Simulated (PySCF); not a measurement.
# C7H18BNO: the cost of one run

The runs use PySCF 2.14.0, with density-fitted response routines of our own; the level of theory stands in each step. All values are computed, except where a source is named. Atoms count from 0, in the outputs and in this text.

## Step 1: The starting structure

28 atoms, charge 0, multiplicity 1; geometry from: GFN2-xTB. The atoms were then displaced at random by about 0.01 Å, so the start is not that level's minimum.

Bonds of the start (Å): C0–O1 1.43, O1–C2 1.44, C2–B3 1.58, B3–C4 1.67, C4–C5 1.54, C5–C6 1.52, C6–N7 1.47, N7–C8 1.47, N7–C9 1.46, N7–B3 1.66, C0–H10 1.09, C0–H11 1.10, C0–H12 1.06, C2–H13 1.09, C2–H14 1.11, B3–H15 1.20, C4–H16 1.09, C4–H17 1.07, C5–H18 1.10, C5–H19 1.10, C6–H20 1.11, C6–H21 1.08, C8–H22 1.08, C8–H23 1.10, C8–H24 1.07, C9–H25 1.08, C9–H26 1.10, C9–H27 1.09.

## Step 2: Geometry optimisation at PBE0-D3(BJ)/def2-SVP

The job: settings as JSON, then the geometry in Å.

```
{"job": {"xc": "PBE0", "basis": "def2-SVP", "d3": "d3bj", "grid": 1, "shake": 0.01, "kind": "geom"}, "charge": 0, "multiplicity": 1}
C      3.412370     0.300750     1.029450
O      2.040350     0.561590     0.729220
C      1.601860    -0.036760    -0.507320
B      0.134520     0.409860    -0.906730
C     -0.626840    -0.593430    -1.996060
C     -2.016060    -0.913530    -1.409580
C     -2.212360     0.062800    -0.258810
N     -0.899270     0.251610     0.381270
C     -0.586770    -0.916630     1.219100
C     -0.896520     1.425130     1.253440
H      4.042800     0.741710     0.262720
H      3.611630     0.807400     1.987400
H      3.570390    -0.740660     1.096820
H      2.291300     0.285660    -1.290960
H      1.747540    -1.136930    -0.408660
H      0.044640     1.569410    -1.206060
H     -0.735530    -0.091610    -2.956870
H     -0.078940    -1.501620    -2.165840
H     -2.053970    -1.952490    -1.035310
H     -2.834220    -0.805210    -2.138760
H     -2.991810    -0.266610     0.454120
H     -2.518270     1.009330    -0.676440
H      0.386030    -0.744760     1.651270
H     -0.526350    -1.801010     0.564810
H     -1.327770    -1.091810     1.975060
H      0.115110     1.591070     1.590960
H     -1.571170     1.287910     2.112550
H     -1.186910     2.308550     0.681600
```

The run is started by

```bash
OMP_NUM_THREADS=1 python probes_run.py task.json out
```

The driver reads the jobs from task.json and runs them one after another.

Q: Estimate the wall time and peak memory of this first job on 1 thread of Arm Neoverse N1, shared host.

About 6.4 min, with a peak of 1 GiB.
